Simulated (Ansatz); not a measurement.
# CH9NOSi2, SMILES O[SiH2]NC[SiH3]: a single point in a Gaussian basis

With the Ansatz DFT code, driven from Python.

Contents of `ch9nosi2.xyz`:
```text
14

O    -0.64000    2.30090    1.91690
Si    0.00510    0.89500    1.54360
N    -0.68980    0.53610    0.01680
C    -0.57850   -0.75430   -0.66190
Si    0.97960   -1.24940   -1.47840
H    -1.64870    2.37580    1.77450
H     1.49520    1.03270    1.39430
H    -0.37250   -0.11810    2.50220
H    -0.38670    1.28930   -0.57710
H    -1.40860   -0.71950   -1.42510
H    -0.98510   -1.55820    0.04780
H     2.04840   -1.42640   -0.41060
H     1.36800   -0.13900   -2.40410
H     0.80060   -2.49420   -2.21010
```

Notebook, run cell by cell (the value of a cell's last expression is shown):

In [1]:
```python
import ansatz as az
```

In [2]:
```python
ch9nosi2 = az.Crystal.molecule_from_extxyz("ch9nosi2.xyz")
```

In [3]:
```python
base = (
    ch9nosi2.calculation()
    .basis(gaussian="6-31G")
    .functional("pbe")
    .accuracy("high")
)
out = base.run()
summary = out.report
```

In [4]:
```python
summary["positions_ang"]
```
Out [4]:
```text
[[-0.64, 2.3009, 1.9169], [0.0051, 0.895, 1.5436], [-0.6898, 0.5361, 0.0168],
 [-0.5785, -0.7543, -0.6619], [0.9796, -1.2494, -1.4784], [-1.6487, 2.3758, 1.7745],
 [1.4952, 1.0327, 1.3943], [-0.3725, -0.1181, 2.5022], [-0.3867, 1.2893, -0.5771],
 [-1.4086, -0.7195, -1.4251], [-0.9851, -1.5582, 0.0478], [2.0484, -1.4264, -0.4106],
 [1.368, -0.139, -2.4041], [0.8006, -2.4942, -2.2101]]
```

In [5]:
```python
{key: value for key, value in summary.items() if isinstance(value, (int, float)) and "ev" in key}
```
Out [5]:
```text
{'free_energy_ev': -20457.475085217568, 'reference_energy_ev': -20457.475085217568}
```

In [6]:
```python
summary["mean_field"]["state"]["spin_squared"]
```
Out [6]:
```text
1.3145040611561853e-13
```

In [7]:
```python
print(f"E = {summary['free_energy_ev']:.6f} eV = {summary['free_energy_ev'] / 27.211386246:.7f} Ha")
print("converged:", summary["converged"], " doubts:", summary["published_state_doubts"] or "none")
```
```text
E = -20457.475085 eV = -751.7983428 Ha
converged: True  doubts: none
```

What to keep in mind:
- These settings explore the input space; basis and method may be short of convergence.
- The geometry is a force-field or estimated start, not a minimum of this method, and the basis set is short of its limit.
- It ran for 10 s on 1 thread of Arm Neoverse V1, with other jobs on the host, peak memory 0.29 GiB.

(Lines on the test bed's own set-up are left out of the output.)
